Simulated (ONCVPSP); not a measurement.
# Zr, ONCV: a sweep of the dvloc0

One potential is built and tested. Then the dvloc0 is changed, to learn what it costs or gains.

Program: ONCVPSP 4.0.1. Reference atom: LDA (Perdew-Wang 92), scalar-relativistic, spherical and spin-unpolarised. All values are calculated.

1 further run of the same task is left out (it didn't finish).

### 1 The design

The settings as typed:

* element: zirconium (Zr, Z = 40)
* type: optimised norm-conserving Vanderbilt (ONCV)
* frozen core: [Ar] 3d10
* valence charge: 12
* reference configuration: 4s2 4p6 4d2.5 5s1.5
* partial waves: 4s+5s: rc 2.25 bohr, ncon 4, nbas 8, qcut 4.6 1/bohr, 2 projectors; 4p: rc 1.95 bohr, ncon 4, nbas 8, qcut 8.9 1/bohr, 2 projectors, debl 2.4 Ha; 4d: rc 3.00 bohr, ncon 3, nbas 7, qcut 6.3 1/bohr, 2 projectors, debl 0.5 Ha
* local potential: polynomial inside 1.60 bohr (lpopt 3, dvloc0 2 Ha)
* core correction: Teter function, fcfact 2.5, rcfact 1.35

The nodes and maxima of the atom's own shells, from an earlier all-electron run, set the scale for the radii.

All-electron outer shells of the reference configuration (LDA (PZ), scalar-relativistic, ld1.x):

| shell | level (eV) | outermost node (bohr) | outermost maximum (bohr) |
| --- | --- | --- | --- |
| 3d | -173.75 | – | 0.35 |
| 4s | -53.41 | 0.55 | 1.08 |
| 4p | -31.46 | 0.56 | 1.17 |
| 5s | -4.29 | 1.47 | 3.15 |
| 4d | -3.06 | 0.58 | 1.63 |
| 5p | -1.40 | 1.71 | 4.26 |

### 2 Generation of the first potential

Zr.dat

```
# ATOM AND REFERENCE CONFIGURATION
# atsym  z   nc   nv     iexc    psfile
  Zr 40.00    6    4  -001012      upf
#
#   n    l    f
    1    0    2.00
    2    0    2.00
    2    1    6.00
    3    0    2.00
    3    1    6.00
    3    2   10.00
    4    0    2.00
    4    1    6.00
    4    2    2.50
    5    0    1.50
#
# PSEUDOPOTENTIAL AND OPTIMIZATION
# lmax
    2
#
#   l,   rc,      ep,       ncon, nbas, qcut
    0    2.25    0.00    4    8    4.60
    1    1.95    0.00    4    8    8.90
    2    3.00    0.00    3    7    6.30
#
# LOCAL POTENTIAL
# lloc, lpopt,  rc(5),   dvloc0
    4    3    1.60    2.00
#
# VANDERBILT-KLEINMAN-BYLANDER PROJECTORs
# l, nproj, debl
    0    2    1.70
    1    2    2.40
    2    2    0.50
#
# MODEL CORE CHARGE
# icmod, fcfact, rcfact
    3    2.50    1.35
#
# LOG DERIVATIVE ANALYSIS
# epsh1, epsh2, depsh
   -3.00    5.00    0.02
#
# OUTPUT GRID
# rlmax, drl
    6.00    0.01
#
# TEST CONFIGURATIONS
# ncnf
    4
# nvcnf
#   n    l    f
    4
    4    0    2.00
    4    1    6.00
    4    2    2.00
    5    0    2.00
#
    4
    4    0    2.00
    4    1    6.00
    4    2    2.00
    5    0    1.00
#
    4
    4    0    2.00
    4    1    6.00
    4    2    2.00
    5    0    0.00
#
    5
    4    0    2.00
    4    1    6.00
    4    2    2.00
    5    0    0.00
    5    1    1.00
#
```

On the command line:

```
$ oncvpsp.x < Zr.dat > Zr.out
```

What the program wrote to Zr.out (without the consistency checks and plot data):

```text
ONCVPSP  (Optimized Norm-Conservinng Vanderbilt PSeudopotential)
scalar-relativistic version 4.0.1

#   n    l    f        energy (Ha)
    1    0    2.00    -6.5406420E+02
    2    0    2.00    -9.0608311E+01
    2    1    6.00    -8.0860964E+01
    3    0    2.00    -1.4789541E+01
    3    1    6.00    -1.1614471E+01
    3    2   10.00    -6.3850115E+00
    4    0    2.00    -1.9629737E+00
    4    1    6.00    -1.1564010E+00
    4    2    2.50    -1.1217833E-01
    5    0    1.50    -1.5753589E-01

Reference configufation results
  iterations    23
  all-electron total energy (Ha)   -3.59457837D+03

Begin loop to  construct optimized pseudo wave functions
and semi-local pseudopoentials for all angular momenta

Calculating optimized projector #   1

 for l=   0

    Fraction of norm inside rc  0.979134
    Optimizing pswf for qcut=   4.59 a_B^-1,  ecut=  10.55 Ha
    Residual kinetic energy error=  1.45D-05 Ha

    Energy error per electron        Cutoff
         Ha          eV             Ha
         0.01000     0.27211        3.57
         0.00100     0.02721        4.88
         0.00010     0.00272        7.80
         0.00001     0.00027       13.77

Calculating optimized projector #   2

 for l=   0

    Fraction of norm inside rc  0.099111
    Optimizing pswf for qcut=   4.59 a_B^-1,  ecut=  10.55 Ha
    Residual kinetic energy error=  5.08D-05 Ha

    Energy error per electron        Cutoff
         Ha          eV             Ha
         0.01000     0.27211        2.87
         0.00100     0.02721        4.32
         0.00010     0.00272        9.54
         0.00001     0.00027       26.86

   Wellstate for l =  1  n =  6
     eigenvalue =   1.2436
     asymptotic potential =   1.7436
     half-point radius =  4.2526

Calculating optimized projector #   1

 for l=   1

    Fraction of norm inside rc  0.872013
    Optimizing pswf for qcut=   8.91 a_B^-1,  ecut=  39.69 Ha
    Residual kinetic energy error=  8.44D-09 Ha

    Energy error per electron        Cutoff
         Ha          eV             Ha
         0.01000     0.27211        7.37
         0.00100     0.02721       17.00
         0.00010     0.00272       23.14
         0.00001     0.00027       27.76

Calculating optimized projector #   2

 for l=   1

    Fraction of norm inside rc  0.103084
    Optimizing pswf for qcut=   8.91 a_B^-1,  ecut=  39.69 Ha
    Residual kinetic energy error=  8.94D-09 Ha

    Energy error per electron        Cutoff
         Ha          eV             Ha
         0.01000     0.27211        7.30
         0.00100     0.02721       17.83
         0.00010     0.00272       24.67
         0.00001     0.00027       29.62

   Wellstate for l =  2  n =  5
     eigenvalue =   0.3878
     asymptotic potential =   0.8878
     half-point radius =  5.3671

Calculating optimized projector #   1

 for l=   2

    Fraction of norm inside rc  0.752835
    Optimizing pswf for qcut=   6.29 a_B^-1,  ecut=  19.81 Ha
    Residual kinetic energy error=  7.51D-10 Ha

    Energy error per electron        Cutoff
         Ha          eV             Ha
         0.01000     0.27211        8.00
         0.00100     0.02721       10.58
         0.00010     0.00272       12.76
         0.00001     0.00027       14.55

Calculating optimized projector #   2

 for l=   2

    Fraction of norm inside rc  0.223387
    Optimizing pswf for qcut=   6.29 a_B^-1,  ecut=  19.81 Ha
    Residual kinetic energy error=  2.23D-09 Ha

    Energy error per electron        Cutoff
         Ha          eV             Ha
         0.01000     0.27211        8.18
         0.00100     0.02721       10.95
         0.00010     0.00272       13.25
         0.00001     0.00027       15.23

Construct Vanderbilt / Kleinmman-Bylander projectors

B matrix Hermiticity error, ll=   0
   1   2    1.3165E-04

  Orthonormal projector coefficients  1.3190E+00 -1.8493E-01

B matrix Hermiticity error, ll=   1
   1   2   -2.1267E-04

  Orthonormal projector coefficients  1.8674E+00 -6.2820E-01

B matrix Hermiticity error, ll=   2
   1   2    2.8808E-05

  Orthonormal projector coefficients -8.6976E-01 -1.7258E-01

Model core correction analysis
  based on d2Exc/dn_idn_j

d2excae - all-electron derivatives

   -3.079441D-02   -2.762351D-02   -1.279970D-02   -2.256013D-03
   -2.762368D-02   -2.638606D-02   -1.475377D-02   -3.195369D-03
   -1.279989D-02   -1.475381D-02   -1.716294D-02   -1.315067D-02
   -2.256005D-03   -3.195160D-03   -1.314658D-02   -2.385893D-02

d2excps - pseudofunction derivatives with no core correction

   -4.634111D-02   -3.266161D-02   -1.247354D-02   -3.712420D-03
   -3.266291D-02   -3.117646D-02   -1.586681D-02   -3.537873D-03
   -1.247377D-02   -1.586693D-02   -1.825602D-02   -1.318145D-02
   -3.713031D-03   -3.537692D-03   -1.317738D-02   -2.398195D-02

rms 2nd derivative error    4.498648E-03

rmatch, rhocmatch    0.8344    7.8479

Teter function model core charge with specified parameters

d2excps - pseudofunction derivatives with core correction

   -3.455277D-02   -2.811442D-02   -1.177589D-02   -2.725726D-03
   -2.811444D-02   -2.855068D-02   -1.535362D-02   -3.208314D-03
   -1.177592D-02   -1.535366D-02   -1.813077D-02   -1.313873D-02
   -2.725740D-03   -3.208103D-03   -1.313466D-02   -2.389599D-02

rms 2nd derivative error    1.211636E-03

Pseudoatom total energy  -47.448486

Diagnostic tests using Vanderbilt-Kleinman-Bylander pseudopotentials
  1 or more projectors used as specified by nproj input data

   l    rcore       rmatch      e in        delta e   norm test  slope test

   0   2.2522936   2.3206781  -1.9629737   0.0000009   1.0001716   1.0001591
   0   2.2522936   2.3206781  -0.1575359   0.0000008   1.0000103   1.0000075

   1   1.9510728   2.0103116  -1.1564010  -0.0000010   1.0000962   1.0001031
   1   1.9510728   2.0103116   1.2435990   0.0000269   1.0001671   1.0001671

   2   3.0014291   3.0925590  -0.1121783  -0.0000007   1.0000362   1.0000355
   2   3.0014291   3.0925590   0.3878217   0.0000015   1.0000928   1.0000928

 Testing for bound ghosts
   n   l    E NL Schr. Eq   E Basis Diag.   E Cutoff

   1   0       -1.962973       -1.962973     52.28
   2   0       -0.157535       -0.139243     52.28

   2   1       -1.156402       -1.156392     79.77

   3   2       -0.112179       -0.111738     28.67

 Testing for highly-localized positive-energy ghosts
       l    <radius>/rc     E Basis Diag.   E Cutoff

Test configuration 0

   n   l     f        eae           eps        diff
   1   0  2.0000 -654.06419960
   2   0  2.0000  -90.60831095
   2   1  6.0000  -80.86096444
   3   0  2.0000  -14.78954057
   3   1  6.0000  -11.61447088
   3   2 10.0000   -6.38501145
   4   0  2.0000   -1.96297369   -1.96297283    8.57D-07
   4   1  6.0000   -1.15640103   -1.15640199   -9.62D-07
   4   2  2.5000   -0.11217833   -0.11217907   -7.38D-07
   5   0  1.5000   -0.15753589   -0.15753512    7.67D-07

    Total energies and differences
      AE_ref= -3.59457837D+03  AE_tst= -3.59457837D+03  dif=  0.00D+00
      PS_ref= -4.74484858D+01  PS_tst= -4.74484858D+01  dif= -4.26D-14
      PSP excitation error=  4.26D-14

Test configuration 1

   n   l     f        eae           eps        diff
   1   0  2.0000 -654.10519733
   2   0  2.0000  -90.65282610
   2   1  6.0000  -80.90519352
   3   0  2.0000  -14.83316538
   3   1  6.0000  -11.65810626
   3   2 10.0000   -6.42892366
   4   0  2.0000   -2.00350249   -2.00130650    2.20D-03
   4   1  6.0000   -1.19454695   -1.19357926    9.68D-04
   4   2  2.0000   -0.13725284   -0.13698539    2.67D-04
   5   0  2.0000   -0.16864333   -0.16864318    1.50D-07

    Total energies and differences
      AE_ref= -3.59457837D+03  AE_tst= -3.59459763D+03  dif= -1.93D-02
      PS_ref= -4.74484858D+01  PS_tst= -4.74678401D+01  dif= -1.94D-02
      PSP excitation error=  9.45D-05

Test configuration 2

   n   l     f        eae           eps        diff
   1   0  2.0000 -654.35617814
   2   0  2.0000  -90.90154321
   2   1  6.0000  -81.15407277
   3   0  2.0000  -15.08208349
   3   1  6.0000  -11.90700240
   3   2 10.0000   -6.67765692
   4   0  2.0000   -2.25177581   -2.25133172    4.44D-04
   4   1  6.0000   -1.44262564   -1.44222267    4.03D-04
   4   2  2.0000   -0.37430627   -0.37394910    3.57D-04
   5   0  1.0000   -0.37544744   -0.37548536   -3.79D-05

    Total energies and differences
      AE_ref= -3.59457837D+03  AE_tst= -3.59432771D+03  dif=  2.51D-01
      PS_ref= -4.74484858D+01  PS_tst= -4.71978747D+01  dif=  2.51D-01
      PSP excitation error=  5.39D-05

Test configuration 3

   n   l     f        eae           eps        diff
   1   0  2.0000 -654.65007928
   2   0  2.0000  -91.19234497
   2   1  6.0000  -81.44509034
   3   0  2.0000  -15.37278072
   3   1  6.0000  -12.19765936
   3   2 10.0000   -6.96810935
   4   0  2.0000   -2.53972503   -2.54223339   -2.51D-03
   4   1  6.0000   -1.72935106   -1.73000937   -6.58D-04
   4   2  2.0000   -0.64352313   -0.64317039    3.53D-04

    Total energies and differences
      AE_ref= -3.59457837D+03  AE_tst= -3.59384135D+03  dif=  7.37D-01
      PS_ref= -4.74484858D+01  PS_tst= -4.67112839D+01  dif=  7.37D-01
      PSP excitation error= -1.75D-04

Test configuration 4

   n   l     f        eae           eps        diff
   1   0  2.0000 -654.39960412
   2   0  2.0000  -90.94449958
   2   1  6.0000  -81.19695311
   3   0  2.0000  -15.12540142
   3   1  6.0000  -11.95028863
   3   2 10.0000   -6.72088348
   4   0  2.0000   -2.29444739   -2.29584056   -1.39D-03
   4   1  6.0000   -1.48467701   -1.48485661   -1.80D-04
   4   2  2.0000   -0.40995370   -0.40952272    4.31D-04
   5   1  1.0000   -0.25853325   -0.25860170   -6.85D-05

    Total energies and differences
      AE_ref= -3.59457837D+03  AE_tst= -3.59418769D+03  dif=  3.91D-01
      PS_ref= -4.74484858D+01  PS_tst= -4.70577850D+01  dif=  3.91D-01
      PSP excitation error= -2.26D-05
```

Run time: 3.7 s. Hardware: 1 thread, shared host.

Partial waves on a coarse radial grid (AE all-electron, PS pseudo):

| r (bohr) | 4s AE | 4s PS | 4d AE | 4d PS |
| --- | --- | --- | --- | --- |
| 0.150 | 0.2416 | 0.2205 | -0.1786 | 0.0030 |
| 0.300 | -0.5146 | 0.4269 | -0.2902 | 0.0226 |
| 0.450 | -0.3717 | 0.6067 | -0.1746 | 0.0703 |
| 0.600 | 0.1899 | 0.7502 | 0.0262 | 0.1491 |
| 0.750 | 0.6768 | 0.8504 | 0.2245 | 0.2527 |
| 0.900 | 0.9552 | 0.9043 | 0.3868 | 0.3681 |
| 1.050 | 1.0479 | 0.9128 | 0.5061 | 0.4795 |
| 1.200 | 1.0167 | 0.8806 | 0.5859 | 0.5732 |
| 1.350 | 0.9177 | 0.8163 | 0.6338 | 0.6403 |
| 1.500 | 0.7907 | 0.7295 | 0.6572 | 0.6783 |
| 1.650 | 0.6599 | 0.6303 | 0.6628 | 0.6898 |
| 1.800 | 0.5384 | 0.5277 | 0.6559 | 0.6813 |
| 1.950 | 0.4319 | 0.4296 | 0.6404 | 0.6599 |
| 2.100 | 0.3422 | 0.3419 | 0.6193 | 0.6318 |
| 2.250 | 0.2684 | 0.2684 | 0.5946 | 0.6014 |
| 2.400 | 0.2090 | 0.2090 | 0.5680 | 0.5710 |
| 2.550 | 0.1618 | 0.1617 | 0.5404 | 0.5415 |
| 2.700 | 0.1246 | 0.1246 | 0.5127 | 0.5129 |
| 2.850 | 0.0956 | 0.0955 | 0.4852 | 0.4852 |
| 3.000 | 0.0731 | 0.0730 | 0.4583 | 0.4583 |
| 3.150 | 0.0557 | 0.0557 | 0.4323 | 0.4323 |
| 3.300 | 0.0424 | 0.0424 | 0.4072 | 0.4072 |
| 3.450 | 0.0322 | 0.0321 | 0.3832 | 0.3832 |
| 3.600 | 0.0244 | 0.0244 | 0.3602 | 0.3602 |
| 3.750 | 0.0184 | 0.0184 | 0.3384 | 0.3384 |
| 3.900 | 0.0139 | 0.0139 | 0.3176 | 0.3176 |

Densities times 4π (e/bohr³); a dash where the program caps the true core:

| r (bohr) | pseudo valence | true core | model core |
| --- | --- | --- | --- |
| 0.150 | 4.968 | – | 18.55 |
| 0.450 | 6.42 | – | 11.75 |
| 0.750 | 7.631 | 16.66 | 4.51 |
| 1.050 | 6.56 | 1.144 | 0.9288 |
| 1.350 | 4.022 | 0.08272 | 0.07266 |
| 1.650 | 1.979 | 0.006487 | 0.0001479 |
| 1.950 | 0.9121 | 0.0005465 | 0.0003396 |
| 2.250 | 0.4485 | 4.842e-05 | 6.83e-08 |
| 2.550 | 0.251 | 4.449e-06 | 1.49e-05 |
| 2.850 | 0.158 | 4e-07 | 1.69e-07 |
| 3.150 | 0.107 | 0 | 1.385e-06 |
| 3.450 | 0.07497 | 0 | 0 |
| 3.750 | 0.05327 | 0 | 0 |

### 3 The configuration tests of the same run

Excitation and ionisation energies from 4s2 4p6 4d2.5 5s1.5, with the error of the potential.

| valence configuration | charge | ΔE all-electron (eV) | error AE − PS (meV) |
| --- | --- | --- | --- |
| 4s2 4p6 4d2 5s2 | 0 | -0.524 | +2.6 |
| 4s2 4p6 4d2 5s1 | +1 | 6.821 | +1.5 |
| 4s2 4p6 4d2 5s0 | +2 | 20.056 | -4.8 |
| 4s2 4p6 4d2 5s0 5p1 | +1 | 10.631 | -0.6 |

### 4 Does it scatter like the atom?

Taken from the files of the generation run. The phase is arctan(r·R′/R) of the radial function R, unwrapped, with energies in Ha. A pole is an energy at which the radial function vanishes at the test radius. The pseudo phase is shifted by a multiple of π to meet the all-electron one at the reference energy. Levels narrower than the energy grid can be missing from the poles. The last column is the largest difference on the grid between −0.5 and +0.5 Ha.

```tsv
channel	radius (bohr)	reference (Ha)	poles AE	poles PS	window around the reference with phases within 0.05 rad (Ha)	largest difference near zero (rad)
s	2.28	-0.16	-1.85, 2.77	-1.85, 2.45	below 2.8	0.004
p	1.97	-1.16	-0.64	-0.64	the whole range	0.000
d	3.04	-0.11	0.09, 2.24	0.09, 2.26	below 3.3	0.000
```

Phases (rad) along the scan:

| E (Ha) | s AE | s PS | d AE | d PS |
| --- | --- | --- | --- | --- |
| -2.98 | 1.273 | 1.272 | 1.413 | 1.413 |
| -2.54 | 1.162 | 1.161 | 1.398 | 1.398 |
| -2.10 | -0.391 | -0.393 | 1.376 | 1.376 |
| -1.66 | -1.707 | -1.707 | 1.345 | 1.345 |
| -1.22 | -1.856 | -1.857 | 1.292 | 1.292 |
| -0.78 | -2.005 | -2.005 | 1.176 | 1.176 |
| -0.34 | -2.290 | -2.290 | 0.483 | 0.484 |
| 0.10 | -3.060 | -3.061 | -1.580 | -1.580 |
| 0.54 | -4.005 | -4.012 | -2.046 | -2.046 |
| 0.98 | -4.370 | -4.379 | -3.876 | -3.874 |
| 1.42 | -4.523 | -4.535 | -4.494 | -4.493 |
| 1.86 | -4.608 | -4.625 | -4.640 | -4.639 |
| 2.30 | -4.665 | -4.691 | -4.723 | -4.720 |
| 2.74 | -4.710 | -4.755 | -4.801 | -4.793 |
| 3.18 | -4.750 | -4.842 | -4.937 | -4.909 |
| 3.62 | -4.793 | -5.064 | -5.723 | -5.357 |
| 4.06 | -4.844 | -6.840 | -7.505 | -7.340 |
| 4.50 | -4.920 | -7.609 | -7.711 | -7.665 |
| 4.94 | -5.069 | -7.739 | -7.783 | -7.756 |

### 5 Convergence and ghost test

Read off the output, the cutoffs (Ha) at which the residual kinetic energy of the hardest occupied pseudo-wave falls to 1 and 0.1 mHa per electron: 17 Ha and 23 Ha.

The program's own ghost test: no bound ghost flagged; no localised positive-energy state flagged.

Cutoff (Ha) at which the first wave of each channel reaches a given error (Ha per electron):

| error | s | p | d |
| --- | --- | --- | --- |
| 1.0e-02 | 3.6 | 7.4 | 8.0 |
| 3.2e-03 | 4.2 | 9.7 | 9.3 |
| 1.0e-03 | 4.9 | 17.0 | 10.6 |
| 3.2e-04 | 5.6 | 20.5 | 11.7 |
| 1.0e-04 | 7.8 | 23.1 | 12.8 |
| 3.2e-05 | 9.4 | 25.5 | 13.6 |
| 1.0e-05 | 13.8 | 27.8 | 14.6 |

[end of part 1 of 2]
